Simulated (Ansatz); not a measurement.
**SnSe: response to strain**

SnSe is deformed so: equal xx and yy strain of +2 %. What stress and forces result, by LAPW, PAW and all-electron datasets made for the crystal?

Method: DFT LDA, scalar-relativistic, in Ansatz 0.2.0.

## 1. The structure to begin with

Symmetry: Fm-3m, No. 225, cubic system. Conventional cell: a = 6.020 Å, b = 6.020 Å, c = 6.020 Å, α = 90.00°, β = 90.00°, γ = 90.00°. Sn (site symmetry m-3m) has 6 Se at 3.01 Å as nearest neighbours. Se (site symmetry m-3m) is surrounded by 6 Sn at 3.01 Å.

Structure file:

```cif
data_structure
_symmetry_space_group_name_H-M 'P 1'
_symmetry_Int_Tables_number 1
_cell_length_a 4.2568
_cell_length_b 4.2568
_cell_length_c 4.2568
_cell_angle_alpha 60.000
_cell_angle_beta 60.000
_cell_angle_gamma 60.000
_cell_volume 54.54
loop_
_atom_site_label
_atom_site_type_symbol
_atom_site_fract_x
_atom_site_fract_y
_atom_site_fract_z
_atom_site_occupancy
Sn1 Sn 0.00000 0.00000 0.00000 1
Se1 Se 0.50000 0.50000 0.50000 1
```

Atoms are numbered in the order of the input: Sn1, Se2.

## 2. The deformed structure

Space group Fm-3m before, I4/mmm after.

## 3. Full-potential LAPW

The input, input.yaml:

```yaml
crystal:
  lattice:
    - [0.0, 3.0702, 3.01]
    - [3.0702, 0.0, 3.01]
    - [3.0702, 3.0702, 0.0]
  atoms:
    - { symbol: Sn, position: [0.0, 0.0, 0.0] }
    - { symbol: Se, position: [0.5, 0.5, 0.5] }
kpoints:
  mp_grid: { grid: [9, 9, 9] }
  band_path:
    path:
      - [0.0, 0.0, 0.0]
      - [0.0, 0.5, 0.5]
      - [0.25, 0.75, 0.5]
      - [0.0, 0.5, 0.0]
      - [0.0, 0.0, 0.0]
      - [0.5, 0.5, 0.0]
      - [0.38005, 0.61995, 0.0]
      - [-0.38005, 0.38005, 0.0]
      - [0.0, 0.0, 0.0]
    npoints: 5
scf:
  occupations: { method: fermi_dirac, width: 0.02 }
hamiltonian:
  xc: lda
  pseudopotentials: { kind: all_electron, lapw: { basis_error: 0.00025 } }
output:
  forces: true
  stress: true
  eigenvalues: true
```

Started as:

```
$ ansatz run input.yaml --threads 1 --pin off --max-ram 3072MiB --backend cpu --events-out ev --progress --plain --runs-dir out
```

## 4. PAW on the default files

The input, input.yaml:

```yaml
crystal:
  lattice:
    - [0.0, 3.0702, 3.01]
    - [3.0702, 0.0, 3.01]
    - [3.0702, 3.0702, 0.0]
  atoms:
    - { symbol: Sn, position: [0.0, 0.0, 0.0] }
    - { symbol: Se, position: [0.5, 0.5, 0.5] }
kpoints:
  mp_grid: { grid: [9, 9, 9] }
scf:
  occupations: { method: fermi_dirac, width: 0.02 }
hamiltonian:
  xc: lda
  pseudopotentials: { kind: paw }
output:
  forces: true
  stress: true
  eigenvalues: true
  efg: { contact_densities: true }
```

## 5. All-electron PAW on datasets made for the crystal

Edit input.yaml of step 4 so:

```diff
@@ -14,3 +14,3 @@
   xc: lda
-  pseudopotentials: { kind: paw }
+  pseudopotentials: { kind: all_electron, datasets: crystal }
 output:
```

(Steps that only read results are left out.)

What does the calculation give? Wanted: pressure; largest shear or deviatoric stress.

The runs gave:

```
                                 quantity                                              value
                                 pressure  LAPW -4.84, PAW -4.84, crystal datasets -4.84 GPa
largest shear or deviatoric stress (LAPW)                                           1.25 GPa
```

The largest part of the stress beyond the pressure is 1.25 GPa in size, in the zz component; the atoms are carried along and not relaxed. No run of the undeformed cell stands beside it, so the pressure holds what the given cell had before the change. PAW: stress within 0.01 GPa of LAPW. Crystal datasets: stress within 0.01 GPa of LAPW.
